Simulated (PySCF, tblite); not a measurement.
# C₆H₁₃BS: geometry, infrared bands, NMR shifts and electronic excitations

Wanted: the infrared bands, NMR shifts and electronic excitations of C₆H₁₃BS (`CS[C@@H]1CBCCC1`), by calculation.

Computed with tblite 0.8.0 and PySCF 2.14.0, with density-fitted response routines of our own, on a single molecule in the gas phase. Atoms count from 0, in the outputs and in this text.

## 1. Starting geometry

21 atoms, charge 0, multiplicity 1; geometry from: force field or distance geometry start.

Bonds of the start (Å): C0–S1 1.79, S1–C2 1.79, C2–C3 1.51, C3–B4 1.58, B4–C5 1.59, C5–C6 1.51, C6–C7 1.52, C7–C2 1.52, C0–H8 1.12, C0–H9 1.12, C0–H10 1.10, C2–H11 1.12, C3–H12 1.08, C3–H13 1.12, B4–H14 1.20, C5–H15 1.09, C5–H16 1.12, C6–H17 1.11, C6–H18 1.10, C7–H19 1.11, C7–H20 1.12.

## 2. Relaxing the molecule with GFN2-xTB

The job: settings as JSON, then the geometry in Å.

```
{"job": {"kind": "relax", "xc": "GFN2-xTB", "basis": "xTB"}, "charge": 0, "multiplicity": 1}
C      3.118900     0.405900     0.051900
S      2.016700    -0.350700     1.249700
C      0.369500    -0.705700     0.643800
C      0.317100    -0.861400    -0.852700
B     -1.023700    -0.346100    -1.506300
C     -2.145700     0.421600    -0.672900
C     -2.011500     0.049400     0.781500
C     -0.575700     0.352700     1.175400
H      3.770800    -0.378500    -0.403300
H      3.741200     1.151600     0.602400
H      2.597500     0.959200    -0.744400
H      0.039100    -1.663900     1.125000
H      1.142500    -0.339300    -1.322300
H      0.460500    -1.954400    -1.060200
H     -0.896700     0.092100    -2.617700
H     -3.150000     0.220700    -1.047700
H     -1.882900     1.513200    -0.730900
H     -2.714600     0.670000     1.374200
H     -2.294500    -1.003300     0.942600
H     -0.548800     0.437900     2.283900
H     -0.338700     1.346000     0.727500
```

On the command line:

```console
OMP_NUM_THREADS=1 python probes_run.py task.json out
```

One launch serves the whole session: the jobs run in the order shown.

What it wrote:

```text
step      E/eV     max force
  0    -650.79970    2.200
  1    -651.04842    1.388
  2    -651.17957    0.837
  3    -651.23429    0.703
  4    -651.27855    0.371
  5    -651.30166    0.321
  6    -651.32604    0.323
  7    -651.34532    0.307
  8    -651.36522    0.371
  9    -651.38259    0.321
 10    -651.39627    0.238
 11    -651.40753    0.254
 12    -651.41866    0.267
 13    -651.42986    0.253
 14    -651.43928    0.197
 15    -651.44486    0.155
 16    -651.44814    0.139
 17    -651.45145    0.141
 18    -651.45541    0.153
 19    -651.45954    0.147
 20    -651.46345    0.131
 21    -651.46746    0.145
 22    -651.47212    0.172
 23    -651.47749    0.183
 24    -651.48380    0.216
 25    -651.49202    0.240
 26    -651.50317    0.250
 27    -651.51549    0.239
 28    -651.52619    0.200
 29    -651.53678    0.281
 30    -651.54787    0.325
 31    -651.55567    0.386
 32    -651.56723    0.215
 33    -651.57712    0.192
 34    -651.58615    0.258
 35    -651.59504    0.226
 36    -651.60350    0.181
 37    -651.60961    0.149
 38    -651.61340    0.227
 39    -651.61654    0.209
 40    -651.62039    0.175
 41    -651.62503    0.134
 42    -651.62691    0.143
 43    -651.63047    0.157
 44    -651.63287    0.111
 45    -651.63468    0.067
 46    -651.63592    0.080
 47    -651.63736    0.107
 48    -651.63903    0.108
 49    -651.64057    0.108
 50    -651.64166    0.076
 51    -651.64252    0.072
 52    -651.64348    0.076
 53    -651.64490    0.111
 54    -651.64642    0.106
 55    -651.64784    0.066
 56    -651.64908    0.090
 57    -651.65054    0.111
 58    -651.65234    0.105
 59    -651.65436    0.098
 60    -651.65607    0.088
 61    -651.65745    0.095
 62    -651.65869    0.090
 63    -651.65985    0.071
 64    -651.66077    0.049
 65    -651.66148    0.046
 66    -651.66190    0.044
 67    -651.66222    0.039
 68    -651.66258    0.039
 69    -651.66300    0.044
 70    -651.66347    0.049
 71    -651.66385    0.046
 72    -651.66412    0.029
 73    -651.66433    0.031
 74    -651.66458    0.038
 75    -651.66486    0.041
 76    -651.66511    0.040
 77    -651.66533    0.037
 78    -651.66559    0.040
 79    -651.66594    0.048
 80    -651.66630    0.043
 81    -651.66654    0.030
 82    -651.66671    0.026
 83    -651.66689    0.033
 84    -651.66716    0.049
 85    -651.66744    0.043
 86    -651.66770    0.035
 87    -651.66784    0.034
 88    -651.66796    0.028
 89    -651.66809    0.024
 90    -651.66820    0.019
 91    -651.66829    0.020
 92    -651.66839    0.022
 93    -651.66853    0.029
 94    -651.66870    0.027
 95    -651.66886    0.025
 96    -651.66897    0.029
 97    -651.66907    0.027
 98    -651.66919    0.025
 99    -651.66936    0.029
100    -651.66956    0.030
101    -651.66969    0.027
102    -651.66982    0.025
103    -651.66993    0.022
104    -651.67003    0.021
105    -651.67013    0.023
106    -651.67024    0.021
107    -651.67035    0.028
108    -651.67044    0.021
109    -651.67049    0.022
110    -651.67054    0.015
111    -651.67059    0.012
112    -651.67063    0.010
113    -651.67064    0.011
114    -651.67066    0.013
115    -651.67068    0.014
116    -651.67070    0.013
117    -651.67073    0.017
118    -651.67077    0.022
119    -651.67082    0.022
120    -651.67088    0.015
121    -651.67093    0.018
122    -651.67100    0.021
123    -651.67111    0.028
124    -651.67126    0.042
125    -651.67148    0.036
126    -651.67168    0.028
127    -651.67184    0.024
128    -651.67193    0.031
129    -651.67219    0.035
130    -651.67238    0.048
131    -651.67254    0.037
132    -651.67270    0.049
133    -651.67283    0.033
134    -651.67296    0.018
135    -651.67303    0.012
136    -651.67306    0.015
137    -651.67309    0.011
138    -651.67312    0.013
139    -651.67316    0.010
```

Wall time 3.5 s (1 thread of Intel Xeon at 2.50GHz, shared host).

Relaxation path: (not every step is listed)

| step | energy from step 0 (eV) | largest force (eV/Å) |
| --- | --- | --- |
| 0 | 0.0000 | 2.2001 |
| 1 | -0.2487 | 1.3880 |
| 2 | -0.3799 | 0.8371 |
| 3 | -0.4346 | 0.7026 |
| 4 | -0.4788 | 0.3710 |
| 5 | -0.5020 | 0.3215 |
| 6 | -0.5263 | 0.3228 |
| 7 | -0.5456 | 0.3068 |
| 8 | -0.5655 | 0.3709 |
| 20 | -0.6637 | 0.1311 |
| 32 | -0.7675 | 0.2147 |
| 44 | -0.8332 | 0.1114 |
| 56 | -0.8494 | 0.0902 |
| 68 | -0.8629 | 0.0388 |
| 80 | -0.8666 | 0.0432 |
| 92 | -0.8687 | 0.0216 |
| 104 | -0.8703 | 0.0206 |
| 116 | -0.8710 | 0.0126 |
| 128 | -0.8722 | 0.0307 |
| 134 | -0.8733 | 0.0181 |
| 135 | -0.8733 | 0.0121 |
| 136 | -0.8734 | 0.0151 |
| 137 | -0.8734 | 0.0108 |
| 138 | -0.8734 | 0.0132 |
| 139 | -0.8735 | 0.0102 |

Distances of close pairs at the start and the end, largest changes first:

| bond | before (Å) | after (Å) | change (Å) |
| --- | --- | --- | --- |
| S1–C2 | 1.791 | 1.842 | +0.051 |
| C0–H9 | 1.116 | 1.085 | -0.031 |
| C0–H8 | 1.117 | 1.086 | -0.031 |
| B4–H14 | 1.201 | 1.172 | -0.029 |
| C3–H13 | 1.122 | 1.092 | -0.029 |
| C2–H11 | 1.122 | 1.094 | -0.028 |
| C5–H16 | 1.124 | 1.098 | -0.027 |
| C5–C6 | 1.507 | 1.533 | +0.026 |

The final coordinates are the input of the step that follows.

## 3. Harmonic vibrations with GFN2-xTB

The job: settings as JSON, then the geometry in Å.

```
{"job": {"kind": "ir", "xc": "GFN2-xTB", "basis": "xTB"}, "charge": 0, "multiplicity": 1}
C      2.880445     0.573651     0.521681
S      2.121392    -0.974442     1.089645
C      0.389460    -0.826292     0.480448
C      0.296091    -0.932319    -1.036967
B     -1.122239    -0.572891    -1.618158
C     -2.106389     0.299118    -0.757283
C     -1.802937     0.335985     0.745329
C     -0.300111     0.424312     1.006295
H      2.748990     0.685405    -0.550890
H      3.937575     0.491640     0.752736
H      2.451357     1.416972     1.054601
H     -0.074421    -1.706443     0.935179
H      0.988844    -0.210911    -1.489015
H      0.657440    -1.912451    -1.356637
H     -1.394976    -0.863189    -2.720382
H     -3.153892     0.028681    -0.910050
H     -2.019031     1.317245    -1.157886
H     -2.304392     1.186142     1.214452
H     -2.189444    -0.572779     1.212845
H     -0.113852     0.521026     2.078332
H      0.101170     1.308487     0.505253
```

What it wrote:

```text
mode    cm-1     km/mol
  1      57.7      2.23
  2      92.9      0.79
  3     137.6      3.33
  4     150.8      0.60
  5     205.7      0.89
  6     231.2      3.75
  7     269.8      0.60
  8     335.0      0.20
  9     419.7      1.77
 10     437.9      0.28
 11     496.0      1.04
 12     623.5      1.06
 13     630.2     18.84
 14     723.7     17.19
 15     757.2      0.09
 16     807.3      1.52
 17     830.9    112.62
 18     868.3      2.47
 19     905.4      9.13
 20     934.2      4.95
 21     937.1      2.73
 22     945.5     19.93
 23     995.8      2.04
 24    1005.9     32.03
 25    1049.4      0.98
 26    1101.3     18.04
 27    1137.8      0.86
 28    1157.5     19.81
 29    1177.1    151.74
 30    1205.7     23.00
 31    1221.5      0.08
 32    1247.6      1.37
 33    1270.0     39.63
 34    1300.6     13.16
 35    1307.1     16.58
 36    1313.8      5.51
 37    1342.9      1.75
 38    1348.9     10.15
 39    1445.9      0.85
 40    1455.2     10.16
 41    1455.9     13.81
 42    1458.8      5.20
 43    1486.4      0.85
 44    1500.6      0.85
 45    2629.1    162.87
 46    2909.1      4.40
 47    2912.2     29.44
 48    2943.9     12.72
 49    2957.4     40.94
 50    2966.8     19.02
 51    2973.1     51.75
 52    2978.6     23.00
 53    2979.9     65.18
 54    2981.7     76.69
 55    3017.8     11.70
 56    3027.4     13.19
 57    3058.6      5.17
```

Run time: 2.4 s. Hardware: 1 thread of Intel Xeon at 2.50GHz, shared host.

Which atoms move in the most intense modes:

| cm⁻¹ | km/mol | atoms |
| --- | --- | --- |
| 831 | 112.6 | B4 23 %, H14 12 %, C3 11 % |
| 1177 | 151.7 | B4 46 %, H14 14 % |
| 1270 | 39.6 | H13 35 %, C3 22 %, H11 10 % |
| 2629 | 162.9 | H14 92 % |
| 2957 | 40.9 | H17 60 %, H18 21 % |
| 2973 | 51.8 | H15 65 %, H18 12 % |
| 2980 | 65.2 | H13 39 %, H20 23 %, H19 22 % |
| 2982 | 76.7 | H18 44 %, H17 17 %, H15 16 %, H19 16 % |

## 4. Geometry optimisation at PBE0-D3(BJ)/def2-SVP

The job: settings as JSON, then the geometry in Å.

```
{"job": {"xc": "PBE0", "basis": "def2-SVP", "d3": "d3bj", "grid": 1, "shake": 0.01, "kind": "geom"}, "charge": 0, "multiplicity": 1}
C      2.900850     0.548090     0.525860
S      2.115710    -0.978970     1.087490
C      0.369260    -0.828610     0.471800
C      0.329320    -0.930060    -1.040490
B     -1.125050    -0.579570    -1.628710
C     -2.110300     0.303940    -0.759670
C     -1.793360     0.333990     0.745570
C     -0.284650     0.429760     1.001240
H      2.747160     0.690810    -0.531540
H      3.934880     0.489200     0.762760
H      2.442490     1.414050     1.063430
H     -0.068620    -1.705530     0.941880
H      0.960560    -0.200700    -1.498610
H      0.640750    -1.909690    -1.349630
H     -1.399420    -0.873950    -2.720120
H     -3.154420     0.042740    -0.902580
H     -2.017090     1.328360    -1.159940
H     -2.313650     1.191980     1.220280
H     -2.191590    -0.580610     1.215140
H     -0.138790     0.527930     2.083250
H      0.084780     1.309100     0.495610
```

What it wrote:

```text
step   0  E = -658.73981710  max force = 0.051880
step   1  E = -658.74986079  max force = 0.009887
step   2  E = -658.75027077  max force = 0.001513
step   3  E = -658.75032077  max force = 0.000902
step   4  E = -658.75034143  max force = 0.000876
step   5  E = -658.75035939  max force = 0.000616
step   6  E = -658.75036749  max force = 0.000291
optimisation converged
```

It took 5 min on 1 thread of Intel Xeon at 2.50GHz, shared host; peak memory 0.76 GiB.

Relaxation path:

| step | energy from step 0 (eV) | largest force component (eV/Å) |
| --- | --- | --- |
| 0 | 0.0000 | 2.6678 |
| 1 | -0.2733 | 0.5084 |
| 2 | -0.2845 | 0.0778 |
| 3 | -0.2858 | 0.0464 |
| 4 | -0.2864 | 0.0450 |
| 5 | -0.2869 | 0.0317 |
| 6 | -0.2871 | 0.0150 |

Close pairs (by a distance rule), those that changed most:

| bond | before (Å) | after (Å) | change (Å) |
| --- | --- | --- | --- |
| B4–H14 | 1.163 | 1.214 | +0.051 |
| C3–H12 | 1.068 | 1.114 | +0.046 |
| C3–B4 | 1.607 | 1.565 | -0.042 |
| C0–H9 | 1.062 | 1.099 | +0.037 |
| S1–C2 | 1.858 | 1.829 | -0.029 |
| C3–H13 | 1.073 | 1.102 | +0.028 |
| C7–H20 | 1.080 | 1.106 | +0.026 |
| C0–H8 | 1.078 | 1.101 | +0.023 |

The final coordinates are the input of the step that follows.

| at the end point | value |
| --- | --- |
| point group (found at 0.08 Å tolerance) | C1 |
| rotational constants (GHz, main isotopes) | 3.260, 1.039, 0.934 |
| dipole moment (D) | 1.65 |

## 5. Shielding tensors: PBE0/pcSseg-1

The job: settings as JSON, then the geometry in Å.

```
{"job": {"kind": "nmr", "xc": "PBE0", "basis": "pcSseg-1"}, "charge": 0, "multiplicity": 1}
C      2.583432     1.233008     0.121086
S      1.860194    -0.244087     0.861474
C      0.122982    -0.146397     0.297974
C     -0.041050    -0.270289    -1.213931
B     -1.469336     0.063923    -1.760384
C     -2.450484     0.918843    -0.894599
C     -2.125282     0.976927     0.597870
C     -0.624073     1.057962     0.867034
H      2.482313     1.239343    -0.975182
H      3.655398     1.202410     0.362149
H      2.161796     2.160285     0.536099
H     -0.297680    -1.053586     0.767813
H      0.567360     0.510231    -1.725881
H      0.369726    -1.218868    -1.595485
H     -1.757871    -0.225555    -2.904019
H     -3.508460     0.675967    -1.089043
H     -2.326056     1.926853    -1.352826
H     -2.635949     1.824779     1.083867
H     -2.519850     0.070100     1.090070
H     -0.429880     1.121870     1.948775
H     -0.219995     1.985417     0.420762
```

Level: GIAO PBE0/pcSseg-1 NMR shielding, non-relativistic, gas phase.

What it wrote:

```text
coarse grid: 17288 points
cycle   1  E = -658.8849998316  dE =  7.053e-01  |g| = 4.282e-01  |ddm| = 4.001e+00
cycle   2  E = -658.8806373070  dE =  4.363e-03  |g| = 4.662e-01  |ddm| = 8.659e-01
cycle   3  E = -658.9367458263  dE = -5.611e-02  |g| = 5.926e-02  |ddm| = 4.680e-01
cycle   4  E = -658.9375037154  dE = -7.579e-04  |g| = 2.601e-02  |ddm| = 1.085e-01
cycle   5  E = -658.9376585921  dE = -1.549e-04  |g| = 6.796e-03  |ddm| = 3.404e-02
cycle   6  E = -658.9376688056  dE = -1.021e-05  |g| = 2.236e-03  |ddm| = 9.163e-03
cycle   7  E = -658.9376700583  dE = -1.253e-06  |g| = 3.458e-04  |ddm| = 3.007e-03
final grid: 160040 points
cycle   8  E = -658.9878877911  dE = -4.705e-05  |g| = 9.989e-03  |ddm| = 3.841e-02
cycle   9  E = -658.9878678221  dE =  1.997e-05  |g| = 1.339e-02  |ddm| = 2.126e-02
cycle  10  E = -658.9879131602  dE = -4.534e-05  |g| = 8.323e-04  |ddm| = 1.330e-02
cycle  11  E = -658.9879133153  dE = -1.551e-07  |g| = 2.887e-04  |ddm| = 1.250e-03
cycle  12  E = -658.9879133352  dE = -1.992e-08  |g| = 6.890e-05  |ddm| = 3.300e-04
cycle  13  E = -658.9879133364  dE = -1.211e-09  |g| = 1.897e-05  |ddm| = 1.154e-04
cycle  14  E = -658.9879133365  dE = -9.163e-11  |g| = 3.185e-06  |ddm| = 2.516e-05
converged SCF energy = -658.9879133365

GIAO shielding tensors (ppm)
atom      isotropic    diamagn.    paramagn.     s11        s22        s33       span
  0 C      174.168     250.190     -76.022    166.094    168.716    187.694     21.600
  1 S      493.826    1057.251    -563.425    371.852    418.821    690.807    318.955
  2 C      139.925     248.330    -108.404    119.360    140.076    160.341     40.981
  3 C      149.051     250.218    -101.167    132.196    150.087    164.869     32.673
  4 B       12.755     188.425    -175.669    -67.966    -11.891    118.123    186.089
  5 C      155.094     251.364     -96.271    128.298    155.088    181.895     53.597
  6 C      157.871     245.453     -87.583    149.815    153.381    170.416     20.602
  7 C      148.724     248.833    -100.109    129.789    156.885    159.499     29.710
  8 H       29.308      30.706      -1.399     23.950     28.189     35.784     11.834
  9 H       29.632      28.062       1.570     24.571     26.331     37.994     13.423
 10 H       29.409      30.345      -0.935     23.519     28.078     36.631     13.112
 11 H       28.932      32.841      -3.909     24.780     28.164     33.853      9.073
 12 H       29.978      31.524      -1.546     25.728     30.198     34.006      8.278
 13 H       29.162      30.437      -1.275     24.610     27.207     35.670     11.060
 14 H       23.632      28.302      -4.670     19.777     25.352     25.768      5.991
 15 H       29.253      27.510       1.743     24.411     27.640     35.709     11.298
 16 H       30.614      28.414       2.200     26.039     29.074     36.729     10.690
 17 H       29.417      28.705       0.712     23.876     27.911     36.465     12.589
 18 H       29.737      30.317      -0.580     25.349     28.789     35.072      9.723
 19 H       29.442      31.666      -2.224     23.668     29.986     34.674     11.006
 20 H       29.785      33.026      -3.241     24.556     32.012     32.786      8.230
```

Run time: 2.3 min. Hardware: 1 thread of Intel Xeon at 2.50GHz, shared host; peak memory 0.98 GiB.

Shifts follow as δ = σ(reference) − σ, with reference shieldings (ppm) from runs at the same level and on the same kind of geometry: 1H TMS 31.27, 13C TMS 184.4, 11B BF3·OEt2 100.7, 33S CS2 496. The references are single molecules in the gas phase. Atoms listed in one row are averaged.

| atoms | environment | σ (ppm) | δ (ppm) | δ scaled to CDCl3 |
| --- | --- | --- | --- | --- |
| C2 | sp3 CH bonded to S | 139.9 | 44.5 | 39.1 |
| C7 | sp3 CH2 in a ring | 148.7 | 35.7 | 34.1 |
| C3 | sp3 CH2 bonded to B | 149.1 | 35.4 | 33.8 |
| C5 | sp3 CH2 bonded to B | 155.1 | 29.3 | 28.0 |
| C6 | sp3 CH2 in a ring | 157.9 | 26.5 | 25.3 |
| C0 | methyl carbon bonded to S | 174.2 | 10.2 | 5.9 |
| H14 | hydrogen on a boron bonded to 2 C, in a 6-membered ring | 23.63 | 7.63 | – |
| H11 | hydrogen on an sp3 CH bonded to S | 28.93 | 2.33 | 2.43 |
| H13 | hydrogen on an sp3 CH2 bonded to B | 29.16 | 2.10 | 2.21 |
| H15 | hydrogen on an sp3 CH2 bonded to B | 29.25 | 2.01 | 2.12 |
| H17 | hydrogen on an sp3 CH2 in a ring | 29.42 | 1.85 | 1.97 |
| H19 | hydrogen on an sp3 CH2 in a ring | 29.44 | 1.82 | 1.95 |
| H8, H9, H10 | hydrogen on a methyl carbon bonded to S | 29.45 | 1.82 | 1.94 |
| H18 | hydrogen on an sp3 CH2 in a ring | 29.74 | 1.53 | 1.67 |
| H20 | hydrogen on an sp3 CH2 in a ring | 29.78 | 1.48 | 1.62 |
| H12 | hydrogen on an sp3 CH2 bonded to B | 29.98 | 1.29 | 1.44 |
| H16 | hydrogen on an sp3 CH2 bonded to B | 30.61 | 0.65 | 0.84 |
| S1 | sulfide sulfur | 494 | 2 | – |
| B4 | boron bonded to 2 C, H, in a 6-membered ring | 12.8 | 88.0 | – |

The scaled column applies a straight-line fit of computed shieldings to shifts measured in CDCl3, with any fitted terms for Cl, Br or S neighbours (root-mean-square error 0.21 ppm for H, 2.0 ppm for C).

Charges from the same density, by scheme (e):

| atoms | Mulliken | IAO | Hirshfeld | ESP fit |
| --- | --- | --- | --- | --- |
| C0 | -0.41 | -0.50 | -0.12 | -0.27 |
| S1 | 0.00 | 0.06 | -0.02 | -0.29 |
| C2 | -0.41 | -0.17 | -0.02 | 0.05 |
| C3 | -0.37 | -0.40 | -0.15 | -0.32 |
| B4 | 0.36 | 0.19 | 0.17 | 0.39 |
| C5 | -0.47 | -0.41 | -0.14 | -0.23 |
| C6 | -0.19 | -0.24 | -0.07 | 0.01 |
| C7 | -0.18 | -0.25 | -0.07 | -0.17 |

Mayer bond orders: C0–S1 1.00, S1–C2 1.04, C2–C3 0.98, C3–B4 1.00, B4–C5 1.01, C5–C6 1.04, C6–C7 1.04, C7–C2 0.97.

Ring of atoms C2, C3, B4, C5, C6, C7: NICS(0) 1.0, NICS(1) -1.4, NICS(1)zz 3.4 ppm (means of both faces).

Orbitals, density, ELF and potential are computed afterwards from the orbital file.

Frontier orbitals at PBE0/pcSseg-1, with the share of their density that lies nearest to each atom:

| orbital | energy (eV) | lies on |
| --- | --- | --- |
| HOMO | -6.20 | S1 77 % |
| LUMO | -0.84 | B4 53 %; H14 13 %; H12, H16 about 8 % each |

ELF in a plane through or near 8 of the atoms.

Ten even steps from ' ' (0.00) to '@' (1.00):
```
                                                        
                                                        
                                                        
                                                        
                        --++::  ..##@@##..              
                        ==##==  ==@@@@@@++              
                        --**++::++@@@@@@==              
        ......--==::    ++##==##**++##==                
      --@@@@##++##++    ==##++**++**##--..::..          
      ##@@@@@@--..++..  ..::::  --##--**@@@@@@          
      ##@@@@@@::::**            ==++%%##@@@@@@..        
      ..****==##@@##  ..++++====**@@##**@@@@@@          
            ..##%%++  %%@@@@##**....++::..::..          
              ..::  ..@@@@%%====++%%%%++                
                      ++##--..==@@@@@@@@--              
                              ==@@@@@@@@##              
                              ..%%@@@@%%::              
                                  ::..                  
                                                        
                                                        
```
The map spans 13.3 Å across and 10.3 Å up, centred on the molecule. Atoms in the plane (x, y in Å): C0 (-2.9, 0.1), B4 (1.4, -1.4), C5 (2.2, -0.2), H9 (-4.0, 0.1), H12 (-0.6, -1.6), H14 (1.9, -2.6), H15 (3.3, -0.3), H17 (2.0, 2.0).

On the surface of density 0.002 e/bohr³ the electrostatic potential runs, from the 1st to the 99th percentile, from -1.19 V near S1 to 1.10 V near B4.

[end of part 1 of 2]
